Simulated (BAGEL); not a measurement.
# CH4NOSi (SMILES NC(=O)[SiH2]) at UHF/6-31G(d) (density fitting with qzvpp-jkfit, spherical functions)

What is the energy change on altering one bond length of CH4NOSi at UHF/6-31G* (density fitting with qzvpp-jkfit, spherical functions)? 

Program for the calculation: BAGEL 1.2.2.

2 further runs of the same task are left out: 2 that didn't finish. Runs told in other sessions of the task aren't counted.

## 1. The system as given

CH4NOSi: 8 atoms, total charge 0, spin state doublet. SMILES: `NC(=O)[SiH2]`. Geometry: relaxed at GFN2-xTB.

Bond lengths: N1–C2 1.362 Å, C2–O3 1.223 Å, C2–Si4 1.871 Å, N1–H5 1.007 Å, N1–H6 1.003 Å, Si4–H7 1.456 Å, Si4–H8 1.445 Å. Angles: N1–C2–O3 121.4°, N1–C2–Si4 118.0°, O3–C2–Si4 120.5°, C2–N1–H5 119.0°, C2–N1–H6 122.2°, C2–Si4–H7 117.2°, C2–Si4–H8 116.2°, H5–N1–H6 118.8°, H7–Si4–H8 119.4°.

## 2. A single-point energy at UHF/6-31G(d) (density fitting with qzvpp-jkfit, spherical functions)

The input, calc.json:

```json
{ "bagel": [

{
  "title": "molecule",
  "basis": "6-31gs.json",
  "df_basis": "qzvpp-jkfit",
  "angstrom": true,
  "geometry": [
    { "atom": "N", "xyz": [    0.095860,    1.353970,   -0.170390 ] },
    { "atom": "C", "xyz": [    0.637640,    0.115570,   -0.001580 ] },
    { "atom": "O", "xyz": [    1.846940,   -0.062770,   -0.045320 ] },
    { "atom": "Si", "xyz": [   -0.521540,   -1.310360,    0.349820 ] },
    { "atom": "H", "xyz": [    0.709190,    2.139400,   -0.316880 ] },
    { "atom": "H", "xyz": [   -0.892290,    1.517610,   -0.111050 ] },
    { "atom": "H", "xyz": [   -1.928160,   -1.119270,    0.024240 ] },
    { "atom": "H", "xyz": [    0.052360,   -2.634160,    0.271160 ] }
  ]
},
{
  "title": "uhf",
  "nopen": 1
},
{
  "title": "print",
  "file": "orbitals.molden",
  "orbitals": true
}

]}
```

The basis set 6-31G* is read from a file made from the Basis Set Exchange's data (not shown).

Run with:

```sh
$ BAGEL_NUM_THREADS=1 BAGEL calc.json > calc.out
```

What it wrote:

```text
* using 1 threads per process

  ===============================================================
  ===============================================================

  *** Geometry ***

  { "atom" : "N", "xyz" : [      0.181149,      2.558632,     -0.321990 ] },
  { "atom" : "C", "xyz" : [      1.204965,      0.218396,     -0.002986 ] },
  { "atom" : "O", "xyz" : [      3.490211,     -0.118618,     -0.085642 ] },
  { "atom" : "Si", "xyz" : [     -0.985568,     -2.476222,      0.661064 ] },
  { "atom" : "H", "xyz" : [      1.340175,      4.042880,     -0.598816 ] },
  { "atom" : "H", "xyz" : [     -1.686184,      2.867867,     -0.209854 ] },
  { "atom" : "H", "xyz" : [     -3.643694,     -2.115114,      0.045807 ] },
  { "atom" : "H", "xyz" : [      0.098946,     -4.977841,      0.512418 ] },

  Number of auxiliary basis functions:      429

  Since a DF basis is specified, we compute 2- and 3-index integrals:
    o Being stored without compression. Storage requirement is 0.016 GB

  Number of basis functions:       68
  Number of electrons      :       39

    * METHOD: MOLECULE                             0.18

  *** Open-shell HF ***

  === Nuclear Repulsion ===
   150.5619718426

      * DIIS with orbital gradients will be used.

  === UHF iteration (6-31gs.json) ===
      0       -458.05887298          0.05109395           0.08
      1       -458.22825289          0.03944332           0.08
      2       -458.30042534          0.02850515           0.08
      3       -458.37041098          0.00285471           0.08
      4       -458.37247991          0.00134026           0.08
      5       -458.37333311          0.00050622           0.08
      6       -458.37355987          0.00021925           0.08
      7       -458.37362017          0.00011916           0.08
      8       -458.37365420          0.00004780           0.08
      9       -458.37367541          0.00003433           0.08
     10       -458.37369491          0.00002480           0.08
     11       -458.37371053          0.00002026           0.08
     12       -458.37372375          0.00001342           0.08
     13       -458.37373043          0.00000910           0.08
     14       -458.37373132          0.00000527           0.08
     15       -458.37373142          0.00000297           0.08
     16       -458.37373143          0.00000171           0.08
     17       -458.37373144          0.00000091           0.08
     18       -458.37373146          0.00000039           0.08
     19       -458.37373146          0.00000019           0.08
     20       -458.37373146          0.00000010           0.08
     21       -458.37373146          0.00000004           0.08
     22       -458.37373146          0.00000002           0.08
     23       -458.37373146          0.00000001           0.08
     24       -458.37373146          0.00000001           0.08
     25       -458.37373146          0.00000001           0.08
    * SCF iteration converged.

    * S^2 (UHF) is 0.7688

    * Permanent dipole moment:
           (    1.410958,    -0.532490,     0.104358) a.u.

    * METHOD: UHF                                  2.21

    * METHOD: PRINT                                0.01

  ===============================================================
```

Wall time 2.5 s (1 thread of Arm Neoverse V1, shared host); peak memory 0.089 GiB.

## 3. The distorted shape at the same level

The input, calc.json:

```json
{ "bagel": [

{
  "title": "molecule",
  "basis": "6-31gs.json",
  "df_basis": "qzvpp-jkfit",
  "angstrom": "true",
  "geometry": [
    { "atom": "N", "xyz": [    1.486881,    3.065092,   -0.592072 ] },
    { "atom": "C", "xyz": [    2.028661,    1.826692,   -0.423262 ] },
    { "atom": "O", "xyz": [    3.237961,    1.648352,   -0.467002 ] },
    { "atom": "Si", "xyz": [   -0.521540,   -1.310360,    0.349820 ] },
    { "atom": "H", "xyz": [    2.100211,    3.850522,   -0.738562 ] },
    { "atom": "H", "xyz": [    0.498731,    3.228732,   -0.532732 ] },
    { "atom": "H", "xyz": [   -1.928160,   -1.119270,    0.024240 ] },
    { "atom": "H", "xyz": [    0.052360,   -2.634160,    0.271160 ] }
  ]
},
{ "title": "uhf", "nopen": 1 },
{ "title": "print", "file": "orbitals.molden", "orbitals": "true" }

]}
```

The basis set 6-31G* is read from a file made from the Basis Set Exchange's data (not shown).

Run with:

```sh
$ BAGEL_NUM_THREADS=1 BAGEL calc.json > calc.out
```

What it wrote:

```text
* using 1 threads per process

  ===============================================================
  ===============================================================

  *** Geometry ***

  { "atom" : "N", "xyz" : [      2.809798,      5.792184,     -1.118854 ] },
  { "atom" : "C", "xyz" : [      3.833614,      3.451948,     -0.799849 ] },
  { "atom" : "O", "xyz" : [      6.118859,      3.114934,     -0.882506 ] },
  { "atom" : "Si", "xyz" : [     -0.985568,     -2.476222,      0.661064 ] },
  { "atom" : "H", "xyz" : [      3.968824,      7.276432,     -1.395680 ] },
  { "atom" : "H", "xyz" : [      0.942465,      6.101419,     -1.006718 ] },
  { "atom" : "H", "xyz" : [     -3.643694,     -2.115114,      0.045807 ] },
  { "atom" : "H", "xyz" : [      0.098946,     -4.977841,      0.512418 ] },

  Number of auxiliary basis functions:      429

  Since a DF basis is specified, we compute 2- and 3-index integrals:
    o Being stored without compression. Storage requirement is 0.016 GB

  Number of basis functions:       68
  Number of electrons      :       39

    * METHOD: MOLECULE                             0.17

  *** Open-shell HF ***

  === Nuclear Repulsion ===
   115.2858523822

      * DIIS with orbital gradients will be used.

  === UHF iteration (6-31gs.json) ===
      0       -457.79534831          0.04950709           0.08
      1       -456.33808650          0.09345935           0.08
      2       -450.99361781          0.14146366           0.08
      3       -457.85346536          0.04783439           0.08
      4       -458.05723002          0.01818337           0.08
      5       -458.12371616          0.00863367           0.08
      6       -458.16779215          0.00518713           0.08
      7       -458.19890571          0.00654410           0.08
      8       -458.23647022          0.00520051           0.08
      9       -458.27632898          0.00332392           0.08
     10       -458.28729537          0.00180241           0.08
     11       -458.28713343          0.00158542           0.08
     12       -458.28861099          0.00040942           0.08
     13       -458.28873930          0.00025675           0.08
     14       -458.28882062          0.00016331           0.08
     15       -458.28886125          0.00009901           0.08
     16       -458.28887983          0.00003933           0.08
     17       -458.28888321          0.00002952           0.08
     18       -458.28888529          0.00001405           0.08
     19       -458.28888711          0.00000626           0.08
     20       -458.28888783          0.00000368           0.08
     21       -458.28888811          0.00000272           0.08
     22       -458.28888828          0.00000204           0.08
     23       -458.28888841          0.00000132           0.08
     24       -458.28888843          0.00000111           0.08
     25       -458.28888843          0.00000070           0.08
     26       -458.28888843          0.00000035           0.08
     27       -458.28888843          0.00000016           0.08
     28       -458.28888844          0.00000009           0.08
     29       -458.28888844          0.00000005           0.08
     30       -458.28888844          0.00000003           0.08
     31       -458.28888844          0.00000002           0.08
     32       -458.28888844          0.00000002           0.08
     33       -458.28888844          0.00000002           0.08
     34       -458.28888844          0.00000002           0.08
     35       -458.28888844          0.00000001           0.08
    * SCF iteration converged.

    * S^2 (UHF) is 1.7561

    * Permanent dipole moment:
           (    1.047848,    -1.066134,     0.041666) a.u.

    * METHOD: UHF                                  2.99

    * METHOD: PRINT                                0.01

  ===============================================================
```

Run time: 3.3 s. Hardware: 1 thread of Arm Neoverse V1, shared host; peak memory 0.089 GiB.

## 4. Outcome

At UHF/6-31G* (density fitting with qzvpp-jkfit, spherical functions):

```
                                                          quantity          value
                                         first shape: total energy  -458.37373 Eh
                                        first shape: dipole moment         3.84 D
                                                 first shape: ⟨S²⟩          0.769
                                     distorted shape: total energy  -458.28889 Eh
                                    distorted shape: dipole moment         3.80 D
                                             distorted shape: ⟨S²⟩          1.756
energy change with the C2–Si4 bond stretched from 1.871 to 4.116 Å       2.309 eV
```

In words: With the C2–Si4 bond stretched from 1.871 to 4.116 Å the energy rises by 2.31 eV (223 kJ/mol). The first shape isn't relaxed at this level, so the change isn't measured from a minimum. ⟨S²⟩ (distorted shape) is 1.76 where a pure doublet has 0.75: the reference is spin-contaminated.
